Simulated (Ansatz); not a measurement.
# Cl3FSW: basis-set convergence

An exercise on one series of results from a longer session: the logs are not shown, and one member is left open.

Program: Ansatz 0.2.0, Gaussian basis. Level of theory: one geometry, several basis sets. These are calculated values, not measurements.

Plan: PBE0-D4/def2-SVP; ωB97M-V/def2-SVP; PBE0-D4/def2-QZVPP; ωB97M-V/def2-QZVPP; the functionals' def2-TZVPP values are taken from earlier runs.

### The relaxed structure

All runs share one geometry, relaxed beforehand with PBE0-D4 in a triple-zeta def2 set. W takes the def2 core potential; no spin-orbit term is included.

SMILES `[F][W](=[S])([Cl])([Cl])[Cl]`, 6 atoms, charge 0, spin multiplicity 1.

Atoms are counted from 1 here; the program's logs count them from 0.

Bond lengths: F1–W2 1.859 Å, W2–S3 2.086 Å, W2–Cl4 2.281 Å, W2–Cl5 2.278 Å, W2–Cl6 2.281 Å. Angles: F1–W2–S3 104.6°, F1–W2–Cl4 84.6°, F1–W2–Cl5 152.0°, F1–W2–Cl6 84.6°, S3–W2–Cl4 105.8°, S3–W2–Cl5 103.4°, S3–W2–Cl6 105.8°, Cl4–W2–Cl5 87.9°, Cl4–W2–Cl6 148.3°, Cl5–W2–Cl6 87.9°.

Set-up of the first run:

in.yaml

```yaml
crystal:
  periodic: [false, false, false]
  atoms:
    - {symbol: F, position_ang: [-1.627788, -0.439795, 0.860397]}
    - {symbol: W, position_ang: [-0.010480, -0.034365, 0.038615]}
    - {symbol: S, position_ang: [1.442763, -0.733328, 1.362292]}
    - {symbol: Cl, position_ang: [-0.508714, -1.796938, -1.321642]}
    - {symbol: Cl, position_ang: [1.210863, 0.835835, -1.675872]}
    - {symbol: Cl, position_ang: [-0.464543, 2.104493, 0.690011]}
basis:
  gaussian: {orbitals: def2-SVP}
hamiltonian: {xc: pbe0, dispersion: d4}
output: {orbitals: {seedname: orbitals}}
```

Started as:

```sh
> ansatz run in.yaml --threads 4 --pin off --events-out ev --progress --plain --max-ram 11315MiB
```

Steps of the session up to this table: PBE0-D4 in def2-SVP; ωB97M-V in def2-SVP; PBE0-D4 in def2-QZVPP; ωB97M-V in def2-QZVPP.

One of the session's tables, all rows but one given; the rest of the session is left out.

It belongs to the step «Functionals by basis». 

| functional | basis | HOMO (eV) | LUMO (eV) |
| --- | --- | --- | --- |
| PBE0-D4 | def2-SVP | -9.01 | -4.50 |
| PBE0-D4 | def2-TZVPP | -8.93 | -4.39 |
| PBE0-D4 | def2-QZVPP | -8.93 | -4.40 |
| ωB97M-V | def2-SVP | -11.02 | -2.39 |
| ωB97M-V | def2-TZVPP | -10.98 | -2.31 |
| ωB97M-V | def2-QZVPP | ? | ? |

Q: Estimate the row for ωB97M-V, def2-QZVPP from the others.

As computed: HOMO (eV): -11.00; LUMO (eV): -2.35. In the column «HOMO (eV)» it lies between ωB97M-V, def2-SVP (-11.02) and ωB97M-V, def2-TZVPP (-10.98).
